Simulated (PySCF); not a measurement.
# Ge3H13NSi2: geometry, NMR shifts and electronic excitations

What NMR shifts and electronic excitations should Ge3H13NSi2 (`[SiH3][N]([SiH3])[GeH2][GeH2][GeH3]`) show?

Programs: PySCF 2.14.0, with density-fitted response routines of our own. Each step states its level of theory. These are calculated values for one molecule in the gas phase, unless marked as measured. Atoms count from 0, in the outputs and in this text.

### Step 1. The starting structure

19 atoms, charge 0, multiplicity 1; geometry from: GFN2-xTB.

Bonds of the start (Å): Si0–N1 1.74, N1–Si2 1.74, N1–Ge3 1.84, Ge3–Ge4 2.39, Ge4–Ge5 2.38, Si0–H6 1.46, Si0–H7 1.47, Si0–H8 1.48, Si2–H9 1.46, Si2–H10 1.47, Si2–H11 1.46, Ge3–H12 1.52, Ge3–H13 1.52, Ge4–H14 1.52, Ge4–H15 1.52, Ge5–H16 1.50, Ge5–H17 1.50, Ge5–H18 1.50.

### Step 2. Relaxing the molecule at PBE0-D3(BJ)/def2-SVP

What the job is given:

```
{"job": {"xc": "PBE0", "basis": "def2-SVP", "d3": "d3bj", "grid": 1, "kind": "geom"}, "charge": 0, "multiplicity": 1}
Si    -1.032395     1.029596    -1.425146
N     -1.567618    -0.267041    -0.402697
Si    -2.889954    -0.038986     0.700283
Ge    -0.277650    -1.515358     0.008815
Ge     1.556951    -0.519163     1.178832
Ge     3.216921     0.555158    -0.151101
H     -2.225991     1.635464    -2.005108
H     -0.152988     0.438557    -2.440468
H     -0.268572     2.019354    -0.641803
H     -3.978002     0.559638    -0.069308
H     -2.501654     0.836603     1.817128
H     -3.236308    -1.369054     1.206405
H      0.138224    -2.099138    -1.332997
H     -0.991264    -2.634475     0.744366
H      1.048652     0.464252     2.215676
H      2.227907    -1.551047     2.069072
H      3.505474    -0.163539    -1.438122
H      2.860819     1.953462    -0.562669
H      4.557644     0.674966     0.521380
```

Output:

```text
step   0  E = -6870.50549563  max force = 0.013466
step   1  E = -6870.51534447  max force = 0.004636
step   2  E = -6870.51625451  max force = 0.001290
step   3  E = -6870.51636863  max force = 0.000886
step   4  E = -6870.51650347  max force = 0.001525
step   5  E = -6870.51664383  max force = 0.001948
step   6  E = -6870.51678489  max force = 0.001367
step   7  E = -6870.51695016  max force = 0.001136
step   8  E = -6870.51710215  max force = 0.001152
step   9  E = -6870.51725102  max force = 0.001259
step  10  E = -6870.51736216  max force = 0.001066
step  11  E = -6870.51742911  max force = 0.000855
step  12  E = -6870.51747984  max force = 0.000826
step  13  E = -6870.51752027  max force = 0.000556
step  14  E = -6870.51755841  max force = 0.000880
step  15  E = -6870.51758599  max force = 0.000888
step  16  E = -6870.51759436  max force = 0.000637
step  17  E = -6870.51760201  max force = 0.000811
step  18  E = -6870.51761862  max force = 0.000865
step  19  E = -6870.51764824  max force = 0.000789
step  20  E = -6870.51767695  max force = 0.000607
step  21  E = -6870.51769537  max force = 0.000275
step  22  E = -6870.51770248  max force = 0.000446
optimisation converged
```

It took 14 min on 1 thread, shared host.

The steps of the relaxation:

| step | energy from step 0 (eV) | largest force component (eV/Å) |
| --- | --- | --- |
| 0 | 0.0000 | 0.6924 |
| 1 | -0.2680 | 0.2384 |
| 2 | -0.2928 | 0.0663 |
| 3 | -0.2959 | 0.0456 |
| 4 | -0.2995 | 0.0784 |
| 5 | -0.3034 | 0.1002 |
| 6 | -0.3072 | 0.0703 |
| 7 | -0.3117 | 0.0584 |
| 8 | -0.3158 | 0.0592 |
| 9 | -0.3199 | 0.0647 |
| 10 | -0.3229 | 0.0548 |
| 11 | -0.3247 | 0.0440 |
| 12 | -0.3261 | 0.0425 |
| 13 | -0.3272 | 0.0286 |
| 14 | -0.3282 | 0.0453 |
| 15 | -0.3290 | 0.0457 |
| 16 | -0.3292 | 0.0328 |
| 17 | -0.3294 | 0.0417 |
| 18 | -0.3299 | 0.0445 |
| 19 | -0.3307 | 0.0406 |
| 20 | -0.3315 | 0.0312 |
| 21 | -0.3320 | 0.0141 |
| 22 | -0.3322 | 0.0229 |

Distances of close pairs at the start and the end, largest changes first:

| bond | before (Å) | after (Å) | change (Å) |
| --- | --- | --- | --- |
| Ge4–Ge5 | 2.383 | 2.424 | +0.041 |
| Ge5–H17 | 1.500 | 1.539 | +0.039 |
| Si0–H6 | 1.459 | 1.496 | +0.038 |
| Ge5–H16 | 1.502 | 1.540 | +0.038 |
| Ge5–H18 | 1.505 | 1.540 | +0.036 |
| Si2–H9 | 1.461 | 1.496 | +0.035 |
| Ge3–Ge4 | 2.393 | 2.427 | +0.034 |
| Si2–H11 | 1.465 | 1.497 | +0.032 |

The next job starts from the end point, and lists it.

| at the end point | value |
| --- | --- |
| point group (found at 0.08 Å tolerance) | C1 |
| rotational constants (GHz, main isotopes) | 0.999, 0.410, 0.336 |
| dipole moment (D) | 0.67 |

### Step 3. Shielding tensors: PBE0/pcSseg-1

What the job is given:

```
{"job": {"kind": "nmr", "xc": "PBE0", "basis": "pcSseg-1"}, "charge": 0, "multiplicity": 1}
Si    -1.038902     1.273530    -1.674913
N     -1.420444     0.247553    -0.312976
Si    -2.811626     0.554850     0.698392
Ge    -0.330414    -1.212659     0.082074
Ge     1.676702    -0.394662     1.174477
Ge     2.928087     1.117548    -0.247760
H     -2.124089     1.268794    -2.705378
H      0.216051     0.748372    -2.298535
H     -0.810480     2.692372    -1.259755
H     -3.400581     1.864540     0.279953
H     -2.423292     0.627852     2.141930
H     -3.854624    -0.509997     0.564519
H     -0.015123    -1.960899    -1.229270
H     -1.165216    -2.120021     1.011962
H      1.254370     0.342351     2.461952
H      2.581690    -1.578633     1.577672
H      3.257468     0.429814    -1.585244
H      2.100940     2.384402    -0.530727
H      4.243888     1.525625     0.441466
```

Level: GIAO PBE0/pcSseg-1 NMR shielding, non-relativistic, gas phase.

Output:

```text
coarse grid: 72328 points
cycle   1  E = -6870.6811541385  dE = -2.033e+00  |g| = 1.478e+00  |ddm| = 4.174e+00
cycle   2  E = -6870.5599286614  dE =  1.212e-01  |g| = 1.554e+00  |ddm| = 1.505e+00
cycle   3  E = -6870.7995134103  dE = -2.396e-01  |g| = 3.187e-01  |ddm| = 1.158e+00
cycle   4  E = -6870.8199537783  dE = -2.044e-02  |g| = 1.063e-01  |ddm| = 3.357e-01
cycle   5  E = -6870.8218434455  dE = -1.890e-03  |g| = 1.307e-02  |ddm| = 9.261e-02
cycle   6  E = -6870.8218819543  dE = -3.851e-05  |g| = 3.056e-03  |ddm| = 1.830e-02
cycle   7  E = -6870.8218847411  dE = -2.787e-06  |g| = 8.494e-04  |ddm| = 4.378e-03
final grid: 143800 points
cycle   8  E = -6870.8219271463  dE = -8.930e-08  |g| = 1.028e-03  |ddm| = 2.738e-03
cycle   9  E = -6870.8219270897  dE =  5.659e-08  |g| = 1.286e-03  |ddm| = 1.668e-03
cycle  10  E = -6870.8219272725  dE = -1.828e-07  |g| = 8.884e-05  |ddm| = 8.960e-04
cycle  11  E = -6870.8219272741  dE = -1.615e-09  |g| = 2.352e-05  |ddm| = 8.688e-05
cycle  12  E = -6870.8219272742  dE = -1.201e-10  |g| = 6.314e-06  |ddm| = 2.775e-05
converged SCF energy = -6870.8219272742

GIAO shielding tensors (ppm)
atom      isotropic    diamagn.    paramagn.     s11        s22        s33       span
  0 Si     391.573     880.590    -489.017    350.619    359.322    464.778    114.159
  1 N      291.609     334.979     -43.370    279.924    293.656    301.246     21.321
  2 Si     396.590     879.467    -482.877    352.883    363.745    473.141    120.258
  3 Ge    1410.505    2757.208   -1346.703   1266.969   1365.663   1598.883    331.914
  4 Ge    1670.845    2757.035   -1086.190   1654.683   1674.443   1683.408     28.725
  5 Ge    1645.145    2757.356   -1112.210   1633.045   1644.403   1657.988     24.943
  6 H       26.485      28.768      -2.283     22.418     24.148     32.887     10.469
  7 H       26.738      31.368      -4.630     22.612     27.445     30.158      7.547
  8 H       26.506      30.369      -3.863     23.138     24.774     31.606      8.468
  9 H       26.522      28.191      -1.669     22.612     24.761     32.192      9.581
 10 H       26.604      29.385      -2.781     22.238     25.454     32.119      9.881
 11 H       26.596      28.085      -1.489     22.694     24.149     32.944     10.250
 12 H       26.172      29.824      -3.652     19.939     21.633     36.945     17.006
 13 H       26.083      29.833      -3.750     19.034     22.220     36.995     17.961
 14 H       27.622      29.890      -2.268     20.997     22.707     39.161     18.164
 15 H       27.723      29.428      -1.705     20.509     22.270     40.388     19.880
 16 H       27.468      28.918      -1.450     20.844     22.989     38.572     17.728
 17 H       27.420      29.575      -2.155     20.404     23.854     38.003     17.600
 18 H       27.342      28.049      -0.707     20.381     21.739     39.907     19.526
```

Wall time 63 s (1 thread, shared host).

Shifts follow as δ = σ(reference) − σ, with reference shieldings (ppm) from runs at the same level and on the same kind of geometry: ¹H TMS 31.27, ²⁹Si TMS 352.0, ¹⁵N NH3 265.7, ⁷³Ge GeMe4 1330. The references are single molecules in the gas phase, so shifts against H2O, NH3, PH3, H3PO4 or CFCl3 are not on the usual liquid scales and can be off by tens of ppm. Atoms listed in one row are averaged.

| atoms | environment | σ (ppm) | δ (ppm) |
| --- | --- | --- | --- |
| H12, H13 | hydrogen on a germanium bonded to Ge, N | 26.13 | 5.14 |
| H6, H7, H8, H9, H10, H11 | hydrogen on a silicon bonded to N | 26.58 | 4.69 |
| H16, H17, H18 | hydrogen on a germanium bonded to Ge | 27.41 | 3.86 |
| H14, H15 | hydrogen on a germanium bonded to 2 Ge | 27.67 | 3.59 |
| Si0, Si2 | silicon bonded to N, 3 H | 394.1 | -42.1 |
| N1 | nitrogen bonded to Ge, 2 Si | 291.6 | -25.9 |
| Ge3 | germanium bonded to Ge, N, 2 H | 1411 | -80 |
| Ge5 | germanium bonded to Ge, 3 H | 1645 | -315 |
| Ge4 | germanium bonded to 2 Ge, 2 H | 1671 | -341 |

The run also stored atomic charges by several schemes (e):

| atoms | Mulliken | IAO | Hirshfeld | ESP fit |
| --- | --- | --- | --- | --- |
| Si0, Si2 | 0.64 | 0.72 | 0.33 | 0.43 |
| N1 | -1.15 | -0.99 | -0.35 | -0.43 |
| Ge3 | 0.40 | 0.50 | 0.29 | 0.23 |
| Ge4 | -0.07 | 0.08 | 0.14 | 0.03 |
| Ge5 | -0.04 | 0.21 | 0.20 | 0.11 |

Mayer bond orders: Si0–N1 0.91, N1–Si2 0.91, N1–Ge3 0.72, Ge3–Ge4 0.91, Ge4–Ge5 0.91.

### Step 4. TDDFT and polarisability: wB97X-D/def2-SVPD

Same as in step 3 but for these lines:

```diff
@@ -1,2 +1,2 @@
-{"job": {"kind": "nmr", "xc": "PBE0", "basis": "pcSseg-1"}, "charge": 0, "multiplicity": 1}
+{"job": {"kind": "uv", "xc": "wB97X-D", "basis": "def2-SVPD", "ip": true}, "charge": 0, "multiplicity": 1}
 Si    -1.038902     1.273530    -1.674913
```

With the program's defaults for keys left out, this is: TDDFT wB97X-D/def2-SVPD, vertical, gas phase, core orbitals frozen in the response.

Output:

```text
coarse grid: 72328 points
cycle   1  E = -6871.6975811676  dE = -1.931e+00  |g| = 7.128e-01  |ddm| = 4.892e+00
cycle   2  E = -6871.6935403210  dE =  4.041e-03  |g| = 7.522e-01  |ddm| = 1.584e+00
cycle   3  E = -6871.7784586309  dE = -8.492e-02  |g| = 7.960e-02  |ddm| = 7.803e-01
cycle   4  E = -6871.7798434889  dE = -1.385e-03  |g| = 4.207e-02  |ddm| = 1.692e-01
cycle   5  E = -6871.7801972003  dE = -3.537e-04  |g| = 4.912e-03  |ddm| = 7.183e-02
cycle   6  E = -6871.7802065781  dE = -9.378e-06  |g| = 7.039e-04  |ddm| = 1.830e-02
final grid: 143800 points
cycle   7  E = -6871.7794388270  dE = -1.517e-06  |g| = 6.627e-04  |ddm| = 1.194e-02
cycle   8  E = -6871.7794389050  dE = -7.801e-08  |g| = 5.539e-04  |ddm| = 2.128e-03
cycle   9  E = -6871.7794389433  dE = -3.836e-08  |g| = 9.708e-05  |ddm| = 6.161e-04
cycle  10  E = -6871.7794389467  dE = -3.354e-09  |g| = 5.055e-05  |ddm| = 2.962e-04
cycle  11  E = -6871.7794389475  dE = -8.167e-10  |g| = 1.722e-05  |ddm| = 1.070e-04
converged SCF energy = -6871.7794389475

Static polarisability (au): isotropic 160.011, principal 137.453 158.222 184.359

Singlet excitations
state   eV       nm        f      main configurations
  1   5.6503    219.4   0.00350   H->L 0.82, H->L+1 0.11
  2   6.4669    191.7   0.34272   H->L+1 0.65, H->L 0.10
  3   6.6522    186.4   0.01702   H->L+3 0.45, H->L+2 0.20, H-1->L 0.09
  4   6.6806    185.6   0.02288   H->L+2 0.35, H->L+4 0.30, H->L+3 0.19
  5   6.9382    178.7   0.01522   H-1->L 0.40, H->L+3 0.10
  6   7.0221    176.6   0.02115   H->L+5 0.39, H->L+7 0.18, H->L+4 0.08
  7   7.1397    173.7   0.08083   H->L+4 0.28, H->L+5 0.17, H-1->L 0.12
  8   7.2919    170.0   0.11499   H-1->L+1 0.26, H-1->L 0.13, H->L+6 0.11
  9   7.3664    168.3   0.07770   H->L+6 0.31, H-1->L+1 0.20, H->L+4 0.09
 10   7.4211    167.1   0.03170   H->L+7 0.25, H-1->L+2 0.17, H-1->L+5 0.10

Triplet excitations (Tamm-Dancoff, eV): 5.3032 5.8199 6.1924 6.3746
Vertical ionisation energy (delta-SCF) = 8.7607 eV
```

It took 5.9 min on 1 thread, shared host.

Frontier orbitals and where they lie:

| orbital | eV | atoms |
| --- | --- | --- |
| HOMO−3 | -11.14 | Ge4 16 %, Ge5 12 %, H14 10 % |
| HOMO−2 | -10.58 | Ge4 23 %, Ge3 14 %, N1 10 % |
| HOMO−1 | -9.87 | Ge5 26 %, Ge4 26 %, N1 8 % |
| HOMO | -8.88 | N1 37 %, Ge4 14 %, Ge3 13 % |
| LUMO | 1.08 | Ge3 20 %, Ge4 12 %, Ge5 10 % |
| LUMO+1 | 1.34 | Ge4 17 %, Ge5 15 %, Ge3 11 % |
| LUMO+2 | 1.56 | Ge5 24 %, Ge4 19 %, Ge3 14 % |

With each of the 10 states as a Gaussian band of 0.4 eV half-width at 1/e, the curve within the window shown has maxima at 191 nm (ε 16,000), 172 nm (ε 13,000) L/(mol cm). Beyond the last state computed it falls off for lack of states. The curve at chosen wavelengths:

```tsv
nm	ε (L/mol/cm)
161	4089
164	7405
168	11531
171	12982
174	12869
178	11964
181	12118
185	13852
188	15334
191	15870
195	14312
198	11762
201	8768
205	5163
208	3175
211	1843
215	855
218	490
221	301
225	180
228	131
232	88
235	64
238	45
242	27
245	17
```

Ground-state properties from the same run:

| property | computed |
| --- | --- |
| dipole moment (D) | 0.72 |
| polarisability (Å³) | 23.71 |
| HOMO–LUMO gap (eV) | 9.95 |
| −ε(HOMO) (eV) | 8.88 |

### Step 5. Shielding tensors: WP04/pcSseg-1

Same as in step 4 but for these lines:

```diff
@@ -1,2 +1,2 @@
-{"job": {"kind": "uv", "xc": "wB97X-D", "basis": "def2-SVPD", "ip": true}, "charge": 0, "multiplicity": 1}
+{"job": {"kind": "nmr", "xc": "WP04", "basis": "pcSseg-1", "pop": false}, "charge": 0, "multiplicity": 1}
 Si    -1.038902     1.273530    -1.674913
```

Level: GIAO WP04/pcSseg-1 NMR shielding, non-relativistic, gas phase.

Output:

```text
coarse grid: 72328 points
cycle   1  E = -6913.6022352950  dE = -1.991e+00  |g| = 9.373e-01  |ddm| = 4.092e+00
cycle   2  E = -6913.1770581120  dE =  4.252e-01  |g| = 1.529e+00  |ddm| = 2.004e+00
cycle   3  E = -6913.7069387386  dE = -5.299e-01  |g| = 2.942e-01  |ddm| = 1.789e+00
cycle   4  E = -6913.7269295670  dE = -1.999e-02  |g| = 9.054e-02  |ddm| = 3.320e-01
cycle   5  E = -6913.7279213810  dE = -9.918e-04  |g| = 2.226e-02  |ddm| = 8.943e-02
cycle   6  E = -6913.7279793040  dE = -5.792e-05  |g| = 4.605e-03  |ddm| = 1.775e-02
cycle   7  E = -6913.7279847966  dE = -5.493e-06  |g| = 8.547e-04  |ddm| = 6.408e-03
final grid: 143800 points
cycle   8  E = -6913.7280505237  dE = -1.705e-07  |g| = 1.005e-03  |ddm| = 3.851e-03
cycle   9  E = -6913.7280504381  dE =  8.567e-08  |g| = 1.313e-03  |ddm| = 1.998e-03
cycle  10  E = -6913.7280506821  dE = -2.441e-07  |g| = 1.068e-04  |ddm| = 1.083e-03
cycle  11  E = -6913.7280506843  dE = -2.119e-09  |g| = 3.760e-05  |ddm| = 1.068e-04
cycle  12  E = -6913.7280506845  dE = -2.692e-10  |g| = 7.481e-06  |ddm| = 3.593e-05
converged SCF energy = -6913.7280506845

GIAO shielding tensors (ppm)
atom      isotropic    diamagn.    paramagn.     s11        s22        s33       span
  0 Si     384.897     883.103    -498.207    351.748    358.055    444.887     93.139
  1 N      267.796     340.241     -72.446    256.324    269.189    277.873     21.549
  2 Si     388.712     881.564    -492.852    350.950    363.931    451.256    100.307
  3 Ge    1356.462    2763.825   -1407.363   1215.404   1344.437   1509.545    294.141
  4 Ge    1551.631    2763.814   -1212.183   1524.887   1557.359   1572.647     47.760
  5 Ge    1545.115    2763.183   -1218.067   1524.791   1535.939   1574.616     49.825
  6 H       27.537      29.548      -2.012     23.653     25.244     33.713     10.060
  7 H       27.843      33.245      -5.402     23.971     28.407     31.151      7.180
  8 H       27.560      31.781      -4.221     24.384     25.816     32.481      8.097
  9 H       27.606      28.965      -1.358     23.804     25.932     33.083      9.280
 10 H       27.651      30.809      -3.158     23.481     26.597     32.874      9.393
 11 H       27.617      28.871      -1.255     23.895     25.283     33.673      9.778
 12 H       27.090      31.339      -4.249     21.087     22.644     37.540     16.453
 13 H       27.017      31.143      -4.127     20.205     23.255     37.590     17.385
 14 H       28.375      31.428      -3.053     22.153     23.772     39.201     17.048
 15 H       28.434      30.278      -1.844     21.740     23.290     40.271     18.531
 16 H       28.240      30.169      -1.929     22.010     24.001     38.709     16.699
 17 H       28.206      31.246      -3.040     21.581     24.845     38.192     16.611
 18 H       28.115      28.548      -0.433     21.609     22.792     39.944     18.335
```

Run time: 59 s. Hardware: 1 thread, shared host.

This run: δ Si0 -48.1, N1 -20.9, Ge3 -80, Ge5 -269, H12 4.51, H6 3.93 ppm (means over like atoms).

### Step 6. Side by side: NMR shifts

Shifts (ppm) of some atoms, chosen among heavy atoms and hydrogens apart, means over like atoms, with basis size and wall time:

| run | H12 | H6 | Si0 | N1 | Ge3 | Ge5 | Ge4 | functions | time |
| --- | --- | --- | --- | --- | --- | --- | --- | --- | --- |
| PBE0/pcSseg-1 | 5.14 | 4.69 | -42.1 | -25.9 | -80 | -315 | -341 | 253 | 63 s |
| WP04/pcSseg-1 | 4.51 | 3.93 | -48.1 | -20.9 | -80 | -269 | -275 | 253 | 59 s |

### Step 7. Outcome

```
                                                                quantity                        value
                                                             point group                           C1
                                    rotational constants (main isotopes)         1.00, 0.41, 0.34 GHz
  ¹H shifts against TMS (PBE0/pcSseg-1, means over atoms taken as alike)   5.14, 4.69, 3.86, 3.59 ppm
²⁹Si shifts against TMS (PBE0/pcSseg-1, means over atoms taken as alike)                    -42.1 ppm
                                  ¹⁵N shifts against NH3 (PBE0/pcSseg-1)                    -25.9 ppm
                               ⁷³Ge shifts against GeMe4 (PBE0/pcSseg-1)          -80, -315, -341 ppm
                                      lowest singlet (wB97X-D/def2-SVPD)  5.65 eV (219 nm), f = 0.004
                                brightest single state of those computed  state 2, 6.47 eV, f = 0.343
                                                          lowest triplet                      5.30 eV
                                       vertical ionisation energy (ΔSCF)                      8.76 eV
                                               range of the shift of Ge4             -341 to -275 ppm
```

In words: Over 22 steps the energy fell by 0.332 eV; of the close pairs, Ge4–Ge5 changed most, 2.383 to 2.424 Å. At PBE0/pcSseg-1: The largest span, 332 ppm, is at Ge3, where the paramagnetic term is -1347 ppm. The lowest singlet, at 5.65 eV, is HOMO→LUMO 0.82, HOMO→LUMO+1 0.11 and is weak; of the 10 states computed, the strongest absorption comes from state 2 at 6.47 eV. The lowest triplet lies 0.35 eV below the lowest singlet (triplets in Tamm-Dancoff, singlets in full TDDFT). ΔSCF puts the ionisation energy at 8.76 eV, 0.11 eV below −ε(HOMO). In ppm, Ge4 moves most: its shift spreads over 65 ppm, from -341 (PBE0/pcSseg-1) to -275 (WP04/pcSseg-1). Spin-orbit coupling is left out, which matters for shieldings and couplings at and beside the heavy atoms.
